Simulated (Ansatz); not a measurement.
# AlO2 (Cmcm) in Ansatz: notebook

One crystal, AlO2, is run at these levels: PBEsol; tasks: relaxation of cell and atoms.

Everything below comes from runs of Ansatz 0.2.0. Logs are shortened: lines on timing, memory, paths and dates and some standing lists are left out, and cuts for length are marked.

## (1) The structure

Symmetry: Cmcm, No. 63, orthorhombic system. Conventional cell: a = 2.976 Å, b = 10.806 Å, c = 3.647 Å, α = 90.00°, β = 90.00°, γ = 90.00°. Al (site symmetry m2m) has 6 O at 1.87 to 2.02 Å as nearest neighbours. Around O (site symmetry m2m) lie 2 Al at 1.88 Å. Around O (site symmetry m2m) lie 4 Al at 1.87 to 2.02 Å.

The cell comes from a database or a generator and needn't be the stable form of this composition.

## (2) Relaxation of cell and atoms, PBEsol

The input, input.yaml:

```yaml
crystal:
  lattice:
    - [1.488162, -5.402833, 0.0]
    - [1.488162, 5.402833, 0.0]
    - [0.0, 0.0, 3.646612]
  atoms:
    - { symbol: Al, position: [0.668133, 0.331867, 0.75] }
    - { symbol: Al, position: [0.331867, 0.668133, 0.25] }
    - { symbol: O, position: [0.061072, 0.938928, 0.75] }
    - { symbol: O, position: [0.938928, 0.061072, 0.25] }
    - { symbol: O, position: [0.294184, 0.705816, 0.75] }
    - { symbol: O, position: [0.705816, 0.294184, 0.25] }
hamiltonian:
  xc: pbesol
  pseudopotentials: { kind: nc, accuracy: standard }
kpoints:
  mp_grid: { grid: [9, 9, 7] }
scf:
  occupations: { method: fermi_dirac, width: 0.05 }
output:
  forces: true
  stress: true
  eigenvalues: true
relax:
  f_tol: 0.01
  max_steps: 40
  cell: { stress_tol: 0.05 }
```

Potentials or basis: PseudoDojo standard (PBEsol files).

Command:

```console
$ ansatz run input.yaml --threads 2 --pin off --max-ram 5632MiB --backend cpu --events-out ev --progress --plain --runs-dir out
```

Log:

```text
Warning: RAYON_NUM_THREADS=2 ignored (pool sized by the plan → 2); use --threads N
Engine: ansatz 0.2.0, aarch64-unknown-linux-gnu
Pseudopotentials: kind: nc
Pseudopotential: Al, nc, valence charge 3, recommended cutoff 544.227725 eV (normal), Al.nc.azcp (PseudoDojo's, or run here from an input of PseudoDojo's; its table is named by hamiltonian.pseudopotentials.accuracy)
Pseudopotential: O, nc, valence charge 6, recommended cutoff 1142.878222 eV (normal), O.nc.azcp (PseudoDojo's, or run here from an input of PseudoDojo's; its table is named by hamiltonian.pseudopotentials.accuracy)
Functional definition: PBEsol
  exchange = pbesol_x
  correlation = pbesol_c
Crystal: 6 atoms, lattice volume = 58.640 Å³
Basis set: ecut = 1142.878222 eV, 5145 PW (Γ), exchange–correlation on 128×128×90 points (8 copies of the dense FFT grid, shifted against one another)
Bands: 21, of which v1, the nominal top of the filled ones, is band 15 counted from 1 (14 counted from 0)
Symmetry: 8 space group operations
Space group: Cmcm (ITA 63), of the structure as read, at distance tolerance 3.9e-5 Å
k-points: 100 of 567
Non-local potential: Al, projectors of the file, l = 0: 2, l = 1: 2, l = 2: 2
Non-local potential: O, projectors of the file, l = 0: 2, l = 1: 2, l = 2: 1
Initial density: superposition of atomic densities (chi_scale 0.1, normalization cell, long waves kept (reshape's long-wave potential 0.14 eV rms))
Initial wavefunctions: pseudopotential atomic-orbital guess
Functional: x = pbesol(κ = 0.804, μ = 0.12345679012345678), c = pbesol(β = 0.046)
SCF iter   1: F=—  HF=-1926.542850 eV  |F-HF|=—  |Δ(HF+E_count)|=         —  Δρ=1.24e-1  dr2=7.89e0  ethr=3.10e-3  ⟨swp⟩=6.5  Hψ=11610  notcnv=0  defer=2
preconditioner: auto → Kerker (q_TF=auto, 2.440 Å⁻¹)  [metal: Δε(μ)=0.003 eV  Ē_g=16.246 eV  σ=0.050 eV  W_gap=0.01  n_scr=14 (ndim 8)  ℏωp=26.6 eV  f_vac=0.000  D(μ)=3.93/eV (n_scr^D=40)]
SCF iter   2: F=—  HF=-1924.610757 eV  |F-HF|=—  |Δ(HF+E_count)|=    1.93e0  Δρ=4.34e-2  dr2=1.12e0  ethr=3.10e-3  ⟨swp⟩=3.0  Hψ=5162  notcnv=0  defer=100
SCF iter   3: F=—  HF=-1924.387178 eV  |F-HF|=—  |Δ(HF+E_count)|=   2.24e-1  Δρ=1.94e-2  dr2=3.31e-1  ethr=3.10e-3  ⟨swp⟩=1.1  Hψ=2868  notcnv=0  defer=100
SCF iter   4: F=—  HF=-1924.314965 eV  |F-HF|=—  |Δ(HF+E_count)|=   7.22e-2  Δρ=6.39e-3  dr2=4.37e-2  ethr=1.10e-3  ⟨swp⟩=3.1  Hψ=3463  notcnv=0  defer=100
SCF iter   5: F=—  HF=-1924.307118 eV  |F-HF|=—  |Δ(HF+E_count)|=   7.85e-3  Δρ=3.85e-3  dr2=1.95e-2  ethr=1.46e-4  ⟨swp⟩=2.3  Hψ=4452  notcnv=0  defer=100
SCF iter   6: F=—  HF=-1924.304099 eV  |F-HF|=—  |Δ(HF+E_count)|=   3.02e-3  Δρ=2.89e-3  dr2=2.01e-3  ethr=6.50e-5  ⟨swp⟩=2.6  Hψ=3722  notcnv=0  defer=100
SCF iter   7: F=—  HF=-1924.303839 eV  |F-HF|=—  |Δ(HF+E_count)|=   2.60e-4  Δρ=7.04e-4  dr2=1.78e-4  ethr=6.70e-6  ⟨swp⟩=2.4  Hψ=3421  notcnv=0  defer=100
SCF iter   8: F=—  HF=-1924.303872 eV  |F-HF|=—  |Δ(HF+E_count)|=   3.27e-5  Δρ=1.15e-4  dr2=1.01e-5  ethr=5.94e-7  ⟨swp⟩=2.1  Hψ=3216  notcnv=0  defer=100
SCF iter   9: F=—  HF=-1924.303881 eV  |F-HF|=—  |Δ(HF+E_count)|=   9.72e-6  Δρ=2.93e-5  dr2=7.54e-7  ethr=3.35e-8  ⟨swp⟩=2.5  Hψ=3413  notcnv=0  defer=100
SCF iter  10: F=-1924.303882 eV  HF=-1924.303882 eV  |F-HF|=3.75e-9  |Δ(HF+E_count)|=   4.42e-7  Δρ=7.29e-6  dr2=3.26e-8  ethr=3.33e-10  ⟨swp⟩=10.6  Hψ=12381  notcnv=0
SCF 1 converged in 10 iterations: F = -1924.303882 eV  dr2 = 3.26e-8
relax step   1: F+E_penalty+E_count = -1924.30388171 eV  Δ(F+E_penalty+E_count) = +0.000e0 eV  max|allowed force component| = 6.037e-1 eV/Å  Δτ_max = 0.0000 Å  P = -6.490 GPa  Ω = 58.640 Å³  (10 SCF iters, dr2 threshold 1.00e-7 eV, accepted)
Crystal: 6 atoms, lattice volume = 55.051 Å³
[... 139 lines left out ...]
SCF converged after 4 iterations
Free energy (F): -1925.222693 eV
Harris-Foulkes:  -1925.222693 eV  (|F-HF|=4.09e-12)
Internal energy: -1925.222685 eV  (E = F + TS)
E sigma→0 (E₀):  -1925.222689 eV
Entropy (-TS):   -0.000008 eV (-0.001 meV/atom)
Fermi energy:    7.993251 eV
--- Per-component energies (eV) ---
  E_band       = 12.873300
  E_kinetic    = 1255.730294
  E_local      = -1314.555720  (includes V_loc(G=0)·N_el)
  E_nonlocal   = -257.804614
  E_hartree    = 450.246581
  E_xc         = -512.316224
  E_vxc        = -570.989834  (∫ρ·V_xc dr)
  E_ewald      = -1546.523001
  E_smearing   = -0.000008  (= −TS)
  E_closure    = 0.000000  (closes the sum)
  Σ components = -1925.222693   (vs F -1925.222693, Δ=0.00e0)
--- Forces (eV/Å), atoms counted from 1 ---
  atom   1  Al     0.00000000     0.00004164     0.00000000
  atom   2  Al     0.00000000    -0.00004164     0.00000000
  atom   3  O      0.00000000    -0.00011212     0.00000000
  atom   4  O      0.00000000     0.00011212     0.00000000
  atom   5  O      0.00000000    -0.00000772     0.00000000
  atom   6  O      0.00000000     0.00000772     0.00000000
  max |Σ_I F_I| component: 0.00e0 eV/Å
--- Stress (GPa, compression-positive) ---
       -0.000427       0.000000       0.000000
        0.000000      -0.001776       0.000000
        0.000000       0.000000       0.000071
  P = ⅓ Tr σ = -0.0007 GPa (-0.007 kbar)
--- Band table (eV; the first three rows and the last of 100) ---
  k-point 0: bands = ["-12.6703", "-10.8798", "-8.7030", "-8.0338", "0.6427", "1.6748", "2.2675", "3.9185", "4.2948", "4.3534", "5.7167", "6.2226", "6.8136", "6.8490", "7.2655", "10.0224", "13.1803", "16.4238", "17.2704", "18.9105", "19.7624"]
  k-point 1: bands = ["-12.5173", "-10.7643", "-8.8883", "-8.3041", "0.9346", "1.0690", "3.3540", "3.3717", "4.4026", "4.4698", "5.8102", "6.2001", "6.6678", "6.8923", "7.0830", "9.7802", "13.5572", "16.6591", "17.1151", "18.3915", "19.9182"]
  k-point 2: bands = ["-12.0686", "-10.4346", "-9.5312", "-8.8224", "0.5684", "1.9683", "2.3357", "4.7122", "4.8074", "4.8797", "5.4158", "6.2511", "6.2736", "6.6001", "7.0144", "9.2929", "14.3441", "16.7013", "16.8626", "17.9458", "20.3795"]
  k-point 99: bands = ["-10.8978", "-10.5935", "-10.0176", "-9.8374", "1.6123", "2.2877", "2.9496", "3.8417", "4.8556", "5.2943", "5.5469", "5.7240", "5.8748", "6.1517", "7.1721", "8.5720", "15.5651", "16.2074", "17.5744", "17.9274", "19.6667"]
--- Relaxed structure (11 steps of the walk, 10 accepted, 2 SCFs on fresh bases) ---
  F+E_penalty+E_count = -1925.22269261 eV   max|allowed force component| = 1.121e-4 eV/Å   (the final SCF, on the basis selected at the relaxed cell)
  cell:  # Å, volume = 51.3768 Å³
    - [1.4550139787666234, -4.917506436968602, 0.0]
    - [1.4550139787666234, 4.917506436968602, 0.0]
    - [0.0, 0.0, 3.590251629348754]
  atoms:
    - { symbol: Al, position: [0.6618068364670492, 0.3381931635329507, 0.7499999999999998] }
    - { symbol: Al, position: [0.3381931635329507, 0.6618068364670492, 0.24999999999999997] }
    - { symbol: O, position: [0.028388168419531568, 0.9716118315804683, 0.7499999999999998] }
    - { symbol: O, position: [0.9716118315804683, 0.028388168419531568, 0.24999999999999997] }
    - { symbol: O, position: [0.2950145480061557, 0.7049854519938442, 0.7499999999999998] }
    - { symbol: O, position: [0.7049854519938442, 0.2950145480061557, 0.24999999999999997] }
```

It took 2.6 min on 2 threads of Arm Neoverse V2, shared host; peak memory 0.73 GiB.

Results:

* Free energy: -1925.2227 eV
* Relaxed volume: 8.56 Å³/atom
* Relaxed cell: a = 5.128 Å, b = 5.128 Å, c = 3.590 Å, α = 90.00°, β = 90.00°, γ = 147.03°
* Space group after relaxing (to 0.05 Å): Cmcm (No. 63)
* Energy gained by relaxing: 153.1 meV/atom
* Ionic steps: 12
* Pressure after relaxing: 0.0 GPa
* Band gap on the k mesh: 0.97 eV, indirect (least direct gap 1.04 eV)

Step by step:
| step | energy change (eV) | largest force (eV/Å) | volume (Å³) |
| --- | --- | --- | --- |
| 1 | 0.0000 | 0.6037 | 58.64 |
| 2 | -0.3393 | 1.7562 | 55.05 |
| 3 | -0.6925 | 1.5618 | 52.08 |
| 4 | -0.9109 | 0.2275 | 51.60 |
| 5 | -0.9187 | 0.0613 | 51.21 |
| 6 | -0.9190 | 0.0915 | 51.40 |
| 7 | -0.9190 | 0.0409 | 51.48 |
| 8 | -0.9195 | 0.0165 | 51.37 |
| 9 | -0.9196 | 0.0068 | 51.38 |
| 10 | -0.9188 | 0.0067 | 51.38 |
| 11 | -0.9188 | 0.0001 | 51.38 |
| 12 | -0.9188 | 0.0001 | 51.38 |

Final structure:
```
Al O
1.0
     1.45501   -4.91751    0.00000
     1.45501    4.91751    0.00000
     0.00000    0.00000    3.59025
Al O
2 4
Direct
  0.66181 0.33819 0.75000
  0.33819 0.66181 0.25000
  0.02839 0.97161 0.75000
  0.97161 0.02839 0.25000
  0.29501 0.70499 0.75000
  0.70499 0.29501 0.25000
```

Caveat: odd divisions of the mesh miss points on the zone boundary, where band edges often lie, so the gap on the mesh can be too wide; the plane-wave basis is chosen anew once the cell has moved, so the energies of steps on either side of that aren't comparable. A k mesh can miss the band edges.

## (3) Relaxation of cell and atoms, PBEsol

Edit input.yaml of step 2 so:

```diff
@@ -14,3 +14,3 @@
   xc: pbesol
-  pseudopotentials: { kind: nc, accuracy: standard }
+  pseudopotentials: { kind: nc, accuracy: stringent }
 kpoints:
```

Potentials or basis: PseudoDojo stringent (PBEsol files).

Command:

```console
$ ansatz run input.yaml --threads 2 --pin off --max-ram 5632MiB --backend cpu --events-out ev --progress --plain --runs-dir out
```

It took 2.9 min on 2 threads of Arm Neoverse V2, shared host; peak memory 0.81 GiB.

Results (log left out):

* Free energy: -1927.0284 eV
* Relaxed volume: 8.57 Å³/atom
* Relaxed cell: a = 5.130 Å, b = 5.130 Å, c = 3.591 Å, α = 90.00°, β = 90.00°, γ = 147.03°
* Space group after relaxing (to 0.05 Å): Cmcm (No. 63)
* Energy gained by relaxing: 152.9 meV/atom
* Ionic steps: 10
* Pressure after relaxing: 0.0 GPa
* Band gap on the k mesh: 0.97 eV, indirect (least direct gap 1.04 eV)

Step by step:
```tsv
step	energy change (eV)	largest force (eV/Å)	volume (Å³)
1	0.0000	0.6123	58.64
2	-0.3386	1.7641	55.07
3	-0.6920	1.5602	52.10
4	-0.9096	0.2276	51.64
5	-0.9170	0.0596	51.25
6	-0.9174	0.0904	51.44
7	-0.9179	0.0157	51.41
8	-0.9179	0.0051	51.42
9	-0.9179	0.0001	51.42
10	-0.9172	0.0002	51.42
```

Final structure:
```cif
data_structure
_symmetry_space_group_name_H-M 'P 1'
_symmetry_Int_Tables_number 1
_cell_length_a 5.1296
_cell_length_b 5.1296
_cell_length_c 3.5915
_cell_angle_alpha 90.000
_cell_angle_beta 90.000
_cell_angle_gamma 147.033
_cell_volume 51.42
loop_
_atom_site_label
_atom_site_type_symbol
_atom_site_fract_x
_atom_site_fract_y
_atom_site_fract_z
_atom_site_occupancy
Al1 Al 0.66178 0.33822 0.75000 1
Al2 Al 0.33822 0.66178 0.25000 1
O1 O 0.02837 0.97163 0.75000 1
O2 O 0.97163 0.02837 0.25000 1
O3 O 0.29504 0.70496 0.75000 1
O4 O 0.70496 0.29504 0.25000 1
```

Levels at points of the mesh, in eV from the valence-band top:
```
           k point  band 11  band 12  band 13  band 14  band 15  band 16  band 17  band 18  band 19  band 20
(0.00, 0.00, 0.00)    -1.77    -1.27    -0.68    -0.64    -0.22     2.53     5.67     8.91     9.76    11.40
```

Caveat: odd divisions of the mesh miss points on the zone boundary, where band edges often lie, so the gap on the mesh can be too wide; the plane-wave basis is chosen anew once the cell has moved, so the energies of steps on either side of that aren't comparable. A k mesh can miss the band edges.

## (4) Relaxation of cell and atoms, PBEsol

Edit input.yaml of step 3 so:

```diff
@@ -14,3 +14,3 @@
   xc: pbesol
-  pseudopotentials: { kind: nc, accuracy: stringent }
+  pseudopotentials: { kind: paw, source: ansatz }
 kpoints:
```

Potentials or basis: Ansatz PAW earlier set.

Command:

```console
$ ansatz run input.yaml --threads 2 --pin off --max-ram 5632MiB --backend cpu --events-out ev --progress --plain --runs-dir out
```

Run time: 2 min. Hardware: 2 threads of Arm Neoverse V2, shared host; peak memory 0.77 GiB.

Results (log left out):

| Item | Value |
| --- | --- |
| Free energy | -7082.8836 eV |
| Relaxed volume | 8.59 Å³/atom |
| Relaxed cell | a = 5.135 Å, b = 5.135 Å, c = 3.592 Å, α = 90.00°, β = 90.00°, γ = 147.04° |
| Space group after relaxing (to 0.05 Å) | Cmcm (No. 63) |
| Energy gained by relaxing | 153.2 meV/atom |
| Ionic steps | 10 |
| Pressure after relaxing | 0.0 GPa |
| Band gap on the k mesh | 0.98 eV, indirect (least direct gap 1.05 eV) |

Step by step:
```
step  energy change (eV)  largest force (eV/Å)  volume (Å³)
   1              0.0000                0.6413        58.64
   2             -0.3508                1.8111        55.02
   3             -0.6991                1.5322        52.09
   4             -0.9012                0.2825        50.64
   5             -0.9170                0.1339        51.77
   6             -0.9193                0.0288        51.63
   7             -0.9197                0.0359        51.51
   8             -0.9199                0.0148        51.53
   9             -0.9199                0.0013        51.53
  10             -0.9194                0.0013        51.53
```

Final structure:
```yaml
crystal:
  lattice:
    - [1.45664, -4.92412, 0.00000]
    - [1.45664, 4.92412, 0.00000]
    - [0.00000, 0.00000, 3.59220]
  atoms:
    - { symbol: Al, position: [0.66167, 0.33833, 0.75000] }
    - { symbol: Al, position: [0.33833, 0.66167, 0.25000] }
    - { symbol: O, position: [0.02828, 0.97172, 0.75000] }
    - { symbol: O, position: [0.97172, 0.02828, 0.25000] }
    - { symbol: O, position: [0.29508, 0.70492, 0.75000] }
    - { symbol: O, position: [0.70492, 0.29508, 0.25000] }
```

Levels at points of the mesh, in eV from the valence-band top:
```csv
k point,band 19,band 20,band 21,band 22,band 23,band 24,band 25,band 26,band 27,band 28
"(0.00, 0.00, 0.00)",-1.78,-1.28,-0.68,-0.65,-0.22,2.58,5.64,8.88,9.74,11.40
```

Caveat: odd divisions of the mesh miss points on the zone boundary, where band edges often lie, so the gap on the mesh can be too wide; the plane-wave basis is chosen anew once the cell has moved, so the energies of steps on either side of that aren't comparable; the PAW data sets come from PBE, with cores solved anew for the run's functional, which leaves a small shift of forces and pressure.

## (5) Overview

```csv
potentials or basis,cutoff (eV),gap on the mesh (eV),pressure (GPa),relaxed volume (Å³/atom)
PseudoDojo standard (PBEsol files),1143,0.97,0.0,8.56
PseudoDojo stringent (PBEsol files),1252,0.97,0.0,8.57
Ansatz PAW earlier set,930,0.98,0.0,8.59
```

Alike in all rows: task relaxation of cell and atoms; level PBEsol; no spin polarisation; cell relaxed; k mesh 9 × 9 × 7; smearing fermi-dirac 0.05 eV.

Caveats: odd divisions of the mesh miss points on the zone boundary, where band edges often lie, so the gap on the mesh can be too wide; the plane-wave basis is chosen anew once the cell has moved, so the energies of steps on either side of that aren't comparable; the PAW data sets come from PBE, with cores solved anew for the run's functional, which leaves a small shift of forces and pressure (some runs).

Absolute energies hang on the potentials; compare differences alone.
